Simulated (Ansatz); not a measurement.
# C4H12AlF: the cost of one run

Method: RHF/6-31G*, in Ansatz 0.2.0.

**1. The system as given**

Bond lengths (14 of 16 bonds, heavy atoms first): Al1–C2 2.320 Å, C2–C5 1.520 Å, Al1–C9 1.970 Å, Al1–C13 1.970 Å, Al1–F17 1.990 Å, C2–H3 1.110 Å, C2–H4 1.110 Å, C5–H6 1.110 Å, C5–H7 1.110 Å, C5–H8 1.110 Å, C9–H10 1.110 Å, C9–H11 1.110 Å, C9–H12 1.110 Å, C13–H14 1.110 Å. Angles (14 of 30 angles, heavy atoms first): Al1–C2–C5 109.5°, C2–Al1–C9 120.0°, C2–Al1–C13 120.0°, C2–Al1–F17 71.6°, C9–Al1–C13 120.0°, C9–Al1–F17 105.6°, C13–Al1–F17 92.7°, Al1–C2–H3 109.5°, Al1–C2–H4 109.5°, H3–C2–C5 109.4°, H4–C2–C5 109.4°, C2–C5–H6 109.5°, C2–C5–H7 109.5°, C2–C5–H8 109.5°.

Structure file:

```xyz
18

Al    0.0000    0.0000    0.0000
C     0.0000    0.0000    2.3200
H    -0.9996   -0.3092    2.6905
H     0.7676   -0.7111    2.6905
C     0.3177    1.3971    2.8274
H     0.9159    1.3257    3.7596
H     0.8975    1.9479    2.0576
H    -0.6280    1.9396    3.0359
C     1.7060    0.0000   -0.9850
H     2.0356   -1.0462   -1.1552
H     1.5695    0.5080   -1.9624
H     2.4756    0.5381   -0.3932
C    -1.7060    0.0000   -0.9850
H    -2.2662   -0.9305   -0.7558
H    -2.3102    0.8797   -0.6796
H    -1.5043    0.0508   -2.0753
F    -0.2549   -1.8712    0.6275
H    -0.1755   -1.2885    1.7562
```

**2. A restrained relaxation towards end A**

Springs on the bonds that form and break draw the guess towards this end; the thresholds are loose.

The input, input.yaml:

```yaml
crystal:
  periodic: [false, false, false]
  atoms:
    - { symbol: Al, position_ang: [0.0, 0.0, 0.0] }
    - { symbol: C, position_ang: [0.0, 0.0, 2.32] }
    - { symbol: H, position_ang: [-0.9996, -0.3092, 2.6905] }
    - { symbol: H, position_ang: [0.7676, -0.7111, 2.6905] }
    - { symbol: C, position_ang: [0.3177, 1.3971, 2.8274] }
    - { symbol: H, position_ang: [0.9159, 1.3257, 3.7596] }
    - { symbol: H, position_ang: [0.8975, 1.9479, 2.0576] }
    - { symbol: H, position_ang: [-0.628, 1.9396, 3.0359] }
    - { symbol: C, position_ang: [1.706, 0.0, -0.985] }
    - { symbol: H, position_ang: [2.0356, -1.0462, -1.1552] }
    - { symbol: H, position_ang: [1.5695, 0.508, -1.9624] }
    - { symbol: H, position_ang: [2.4756, 0.5381, -0.3932] }
    - { symbol: C, position_ang: [-1.706, 0.0, -0.985] }
    - { symbol: H, position_ang: [-2.2662, -0.9305, -0.7558] }
    - { symbol: H, position_ang: [-2.3102, 0.8797, -0.6796] }
    - { symbol: H, position_ang: [-1.5043, 0.0508, -2.0753] }
    - { symbol: F, position_ang: [-0.2549, -1.8712, 0.6275] }
    - { symbol: H, position_ang: [-0.1755, -1.2885, 1.7562] }
basis:
  gaussian: { orbitals: "6-31G*" }
hamiltonian:
  xc: hf
relax:
  f_tol: 0.15
  max_steps: 25
  restrain:
    - { distance: [0, 16], at: 2.89, k: 30.0 }
    - { distance: [17, 1], at: 2.31, k: 30.0 }
    - { distance: [0, 1], at: 1.97, k: 30.0 }
    - { distance: [17, 16], at: 0.92, k: 30.0 }
```

Run with:

```sh
ansatz run input.yaml --threads 2 --pin off --max-ram 3072MiB --backend cpu --events-out ev --progress --plain --runs-dir out
```

Q: Estimate wall time and peak memory on 2 threads of AMD EPYC 7R43 (Zen 3), shared host.

About 25 s, with a peak of 0.3 GiB.
